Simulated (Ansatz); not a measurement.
Born–Oppenheimer molecular dynamics of a periodic cell of 36 atoms, Tl (start crystal Tl, start structure hcp, volume 1 times the crystal's). It goes on from the last frame of an earlier run, with new velocities.

These are results of DFT PBEsol, scalar-relativistic, plane waves, PAW in Ansatz 0.2.0, not measurements. Settings: accuracy low, cutoff 420 eV, k mesh 1x1x1, fermi-dirac smearing 0.1 eV, no spin polarisation.

```
ensemble             : NVT, Langevin thermostat
time step            : 3 fs
steps asked          : 400
set temperature      : 720 K
friction             : 0.02 /fs
temperature schedule : 300 steps to 300 K, then 100 steps to 300 K
seed                 : 703236
```

First frame:

```xyz
36
Lattice="10.3800 0.0000 0.0000 -5.1900 8.9893 0.0000 0.0000 0.0000 11.0651" Properties=species:S:1:pos:R:3
Tl 0.155 -0.594 -0.648
Tl 0.152 1.844 1.703
Tl -0.170 0.739 5.503
Tl 0.037 1.886 8.465
Tl -2.028 3.069 -0.526
Tl -1.804 4.283 2.624
Tl -2.376 2.898 5.298
Tl -1.725 5.218 8.465
Tl -3.517 5.751 0.370
Tl -2.890 7.961 3.523
Tl -3.775 5.763 4.794
Tl -3.230 7.961 6.998
Tl 3.000 -0.448 0.295
Tl 3.230 1.691 2.981
Tl 4.617 -0.128 5.870
Tl 3.512 2.448 8.344
Tl 1.143 4.188 -0.066
Tl 1.814 5.996 3.225
Tl 1.199 3.276 4.893
Tl 1.428 4.803 7.777
Tl -0.330 6.214 0.798
Tl 0.181 8.513 2.399
Tl -0.616 5.811 5.583
Tl -0.142 8.679 9.271
Tl 7.889 -0.213 0.390
Tl 6.421 2.264 2.941
Tl 7.223 -0.503 5.029
Tl 7.174 1.420 7.366
Tl 5.646 2.139 -0.141
Tl 4.494 4.480 1.953
Tl 4.643 3.197 5.594
Tl 5.528 5.682 8.725
Tl 3.396 5.938 -0.481
Tl 4.448 7.886 2.508
Tl 3.751 6.376 5.701
Tl 2.790 7.802 8.360
```

**Question.** What does the run give?

**Answer.** The run went to its last step.

| Item | Value |
| --- | --- |
| steps done | 400 |
| time covered | 1200 fs |
| mean temperature over the second half | 346 K |
| spread of the potential energy over the second half | 8.2 meV per atom |
| mean potential energy of the second half above the start | -110.8 meV per atom |

The schedule's set-point averaged 335 K over the second half and the system 346 K. A run of 1.2 ps of so small a system gives no equilibrium averages. Limits of this set-up: coarse k mesh, low accuracy level.

**Question.** What happens to the structure?

**Answer.** Mean squared displacements from the first frame to the last, about the centre of mass: Tl 0.34 Å². This is one draw of velocities; another would differ in detail.

**Question.** How do temperature and energy run in time?

**Answer.** 
| time (fs) | T (K) | potential energy less start (eV) |
| --- | --- | --- |
| 0.0 | 700 | 0.000 |
| 99.0 | 617 | -1.069 |
| 198.0 | 556 | -1.453 |
| 297.0 | 466 | -2.157 |
| 396.0 | 739 | -2.622 |
| 495.0 | 446 | -3.027 |
| 594.0 | 446 | -3.552 |
| 693.0 | 398 | -3.535 |
| 792.0 | 338 | -3.848 |
| 891.0 | 343 | -4.207 |
| 990.0 | 222 | -4.223 |
| 1089.0 | 343 | -4.333 |
| 1188.0 | 363 | -4.209 |

Time of the run: 21 min on 4 threads of Intel(R) Xeon(R) 6975P-C (Granite Rapids) (shared host), peak memory 1.3 GiB.
